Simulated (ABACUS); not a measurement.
HfIn4SiO6:

```
Hf In Si O
1.0
     5.72268    0.00000    0.00000
     0.67757    6.11537    0.00000
     2.84917    1.46901    6.80031
Hf In Si O
1 4 1 6
Cartesian
  2.5668 1.3689 5.8964
  3.3978 6.5075 1.8435
  5.6609 0.7921 3.4283
  3.3691 3.6728 3.1757
  6.0749 4.1157 5.4043
  6.3623 2.9049 0.9831
  2.2245 2.6732 1.4083
  5.3694 2.8588 2.3396
  3.1275 3.0672 6.7767
  6.2037 4.2916 0.1053
  3.5287 1.2877 4.1228
  6.4862 1.8143 5.3179
```

The cell was built by a generator and needn't be a form met in nature.

The cell isn't the ideal one: cell strained by +0.03 along c.

Below is the output of ABACUS 3.10.1 for this cell. Logs are shortened: lines on timing, memory, paths and dates and some standing lists are left out, and cuts for length are marked.

```text
ABACUS v3.10.1

               Atomic-orbital Based Ab-initio Computation at UStc

 ------------------------------------------------------------------------------------

 READING GENERAL INFORMATION
                           global_out_dir = OUT.HfIn4SiO6/
                           global_in_card = INPUT
                               pseudo_dir = ./
                              orbital_dir = ./
                                    DSIZE = 4
                                    GSIZE = 1

 READING UNITCELL INFORMATION
                                    ntype = 4
                  lattice constant (Bohr) = 1.88973
              lattice constant (Angstrom) = 1

 READING ATOM TYPE 1
                               atom label = Hf
                      L=0, number of zeta = 3
                      L=1, number of zeta = 2
                      L=2, number of zeta = 2
                      L=3, number of zeta = 1
             number of atom for this type = 1

 READING ATOM TYPE 2
                               atom label = In
                      L=0, number of zeta = 2
                      L=1, number of zeta = 2
                      L=2, number of zeta = 2
             number of atom for this type = 4

 READING ATOM TYPE 3
                               atom label = Si
                      L=0, number of zeta = 2
                      L=1, number of zeta = 2
                      L=2, number of zeta = 1
             number of atom for this type = 1

 READING ATOM TYPE 4
                               atom label = O
[... 477 lines left out ...]
 Density error is 3.97488146714e-08
----------------------------------------------------------
     Energy           Rydberg                 eV
----------------------------------------------------------
 E_KohnSham     -851.8455360059      -11589.9531055447
 E_KS(sigma->0) -851.8455357043      -11589.9531014410
 E_Harris       -851.8455351753      -11589.9530942442
 E_band         -42.1804065391       -573.8938728884
 E_one_elec     -338.4646000568      -4605.0471320633
 E_Hartree      233.1629674304       3172.3449196418
 E_xc           -242.0668913409      -3293.4890193826
 E_Ewald        -504.4770114354      -6863.7618655332
 E_entropy(-TS) -0.0000006032        -0.0000082075
 E_descf        0.0000000000         0.0000000000
 E_exx          0.0000000000         0.0000000000
 E_Fermi        0.5345164471         7.2724693553
----------------------------------------------------------

 charge density convergence is achieved
 final etot is -11589.953106 eV
 EFERMI = 7.2724693553 eV

 STATE ENERGY(eV) AND OCCUPATIONS    NSPIN == 1
 1/26 kpoint (Cartesian) = 0.0000 0.0000 0.0000 (6784 pws)
       1       -55.8357      0.0416667
       2       -24.6784      0.0416667
       3       -24.6549      0.0416667
       4       -24.5645      0.0416667
       5       -13.2793      0.0416667
       6       -12.0681      0.0416667
[... 380 lines left out ...]
      62        11.4708    2.84744e-38
      63        12.1666    2.57513e-44

[... levels at 20 further k points ...]

 correction force for each atom along direction 1 is 2.95585e-07
 correction force for each atom along direction 2 is -8.84652e-07
 correction force for each atom along direction 3 is -4.67692e-07
------------------------------------------------------------------------------------------
 TOTAL-FORCE (eV/Angstrom)
------------------------------------------------------------------------------------------
                       Hf1         0.4210005836         0.1128892577        -0.7600620114
                       In1        -0.0335867059        -0.0972523622         0.0051693064
                       In2         0.0931691926        -0.1788977740        -0.1080554359
                       In3        -0.0757064796         0.0741414278         0.1809566445
                       In4        -0.0669600519         0.2274897452         0.0521670820
                       Si1        -0.4972452514        -0.2944398785         0.6883363703
                        O1         0.2192580267         0.0302170423        -0.0496857566
                        O2         0.4749872499         0.0062350957        -0.6713563162
                        O3        -0.1391843717        -0.2152365118        -0.0851742961
                        O4        -0.1349669133         0.4557279281        -0.2615441721
                        O5        -0.5060287860         0.0949686744         0.7915889412
                        O6         0.2452635070        -0.2158426447         0.2176596439
------------------------------------------------------------------------------------------

----------------------------------------------------------------
 TOTAL-STRESS (KBAR)
----------------------------------------------------------------
        -5.7114552845        -2.1695369169        13.4034391209
        -2.1695369169         4.9074941389        -2.7644505158
        13.4034391209        -2.7644505158       -20.4065231233
----------------------------------------------------------------
 TOTAL-PRESSURE: -7.070161 KBAR

 --------------------------------------------
 !FINAL_ETOT_IS -11589.9531055447496328 eV
 --------------------------------------------
```

Task: What input gives this log?

Result: Single point with PBE, no spin polarisation. The files as run (others can give the same):

run_abacus.py
```python
"""ABACUS run from a structure file: ASE reads it, the script writes STRU, KPT and INPUT."""
import re
import subprocess
import spglib
from ase import Atoms
from ase.io import read
from ase.units import Bohr

atoms = read("HfIn4SiO6.cif")
cell, frac, numbers = spglib.standardize_cell((atoms.cell[:], atoms.get_scaled_positions(), atoms.numbers), to_primitive=True, symprec=1e-4)
atoms = Atoms(numbers=numbers, cell=cell, scaled_positions=frac, pbc=True)  # the primitive cell
atoms = atoms[(-atoms.numbers).argsort(kind="stable")]  # ABACUS lists atoms element by element
pseudo = {'Hf': 'Hf.upf', 'In': 'In.upf', 'Si': 'Si.upf', 'O': 'O.upf'}
orbital = {'Hf': 'Hf_confined-atom_8au_3s2p2d1f.orb', 'In': 'In_confined-atom_8au_2s2p2d.orb', 'Si': 'Si_confined-atom_7au_2s2p1d.orb', 'O': 'O_confined-atom_6au_2s2p1d.orb'}
magmoms = None
kmesh = [4, 4, 3]
params = {
    'suffix': 'HfIn4SiO6',
    'calculation': 'scf',
    'basis_type': 'lcao',
    'pseudo_dir': './',
    'orbital_dir': './',
    'symmetry': 1,
    'dft_functional': 'pbe',
    'ecutwfc': 100,
    'pseudo_rcut': 7,
    'nspin': 1,
    'nbands': 63,
    'ks_solver': 'genelpa',
    'smearing_method': 'fd',
    'smearing_sigma': 0.00367493,
    'scf_thr': 1e-07,
    'scf_nmax': 100,
    'mixing_type': 'broyden',
    'mixing_beta': 0.7,
    'cal_force': 1,
    'cal_stress': 1,
    'out_mul': 1,
}

symbols = atoms.get_chemical_symbols()
elements = list(dict.fromkeys(symbols))
lines = ["ATOMIC_SPECIES"] + [f"{e} {atoms.get_masses()[symbols.index(e)]:.4f} {pseudo[e]}" for e in elements]
if orbital:
    lines += ["", "NUMERICAL_ORBITAL"] + [orbital[e] for e in elements]
lines += ["", "LATTICE_CONSTANT", f"{1 / Bohr:.10f}", "", "LATTICE_VECTORS"]
lines += [" ".join(f"{x:.10f}" for x in v) for v in atoms.cell]
lines += ["", "ATOMIC_POSITIONS", "Direct"]
for e in elements:
    lines += ["", e, "0.0", str(symbols.count(e))]
    for i, p in enumerate(atoms.get_scaled_positions(wrap=False)):
        if symbols[i] == e:
            mag = "" if magmoms is None else " mag " + " ".join(str(x) for x in (magmoms[i] if isinstance(magmoms[i], list) else [magmoms[i]]))
            lines.append(" ".join(f"{x:.10f}" for x in p) + " 1 1 1" + mag)
open("STRU", "w").write("\n".join(lines) + "\n")
open("KPT", "w").write("K_POINTS\n0\nGamma\n%d %d %d 0 0 0\n" % tuple(kmesh))
open("INPUT", "w").write("INPUT_PARAMETERS\n" + "".join(f"{k:<20s}{v}\n" for k, v in params.items()))

done = subprocess.run(['mpirun', '-np', '4', 'abacus'])
if done.returncode:
    raise SystemExit(done.returncode)
log = open("OUT.HfIn4SiO6/running_scf.log").read()
print("final energy (eV):", re.findall(r"FINAL_ETOT_IS (\S+)", log))
```

HfIn4SiO6.cif
```cif
data_HfIn4SiO6
_cell_length_a 5.72267977
_cell_length_b 6.15278821
_cell_length_c 7.51797158
_cell_angle_alpha 76.35262674
_cell_angle_beta 67.72943321
_cell_angle_gamma 83.67757473
_space_group_name_H-M_alt 'P1'
_space_group_name_Hall 'P 1'
_space_group_IT_number 1
loop_
_space_group_symop_operation_xyz
'x,y,z'
loop_
_atom_site_label
_atom_site_type_symbol
_atom_site_symmetry_multiplicity
_atom_site_Wyckoff_symbol
_atom_site_fract_x
_atom_site_fract_y
_atom_site_fract_z
_atom_site_occupancy
Hf1 Hf 1 a 0.0149900000 0.0155600000 0.8670800000 1
In1 In 1 a 0.3404900000 0.9990100000 0.2710900000 1
In2 In 1 a 0.7372100000 0.0084200000 0.5041400000 1
In3 In 1 a 0.2983900000 0.4884100000 0.4670000000 1
In4 In 1 a 0.6087900000 0.4821100000 0.7947200000 1
Si1 Si 1 a 0.9876600000 0.4402900000 0.1445600000 1
O1 O 1 a 0.2397400000 0.3873800000 0.2071000000 1
O2 O 1 a 0.7214200000 0.3848300000 0.3440400000 1
O3 O 1 a 0.0193300000 0.2621800000 0.9965300000 1
O4 O 1 a 0.9936900000 0.6980600000 0.0154800000 1
O5 O 1 a 0.3070900000 0.0649300000 0.6062600000 1
O6 O 1 a 0.7311900000 0.1088300000 0.7820100000 1
```

Potentials or basis: PseudoDojo NC SR 0.4.1 PBE standard, DZP LCAO (the cutoffs set its grid).
The run is started by
```bash
$ OMP_NUM_THREADS=1 python run_abacus.py > log
```

Caveat: the atomic orbitals were generated for these runs and aren't a published set; spin-orbit coupling is left out, which moves the levels of the heavy elements; an odd mesh through Γ misses points on the zone boundary, where band edges often lie; the basis of atomic orbitals isn't converged, which shifts pressures, moduli and gaps.
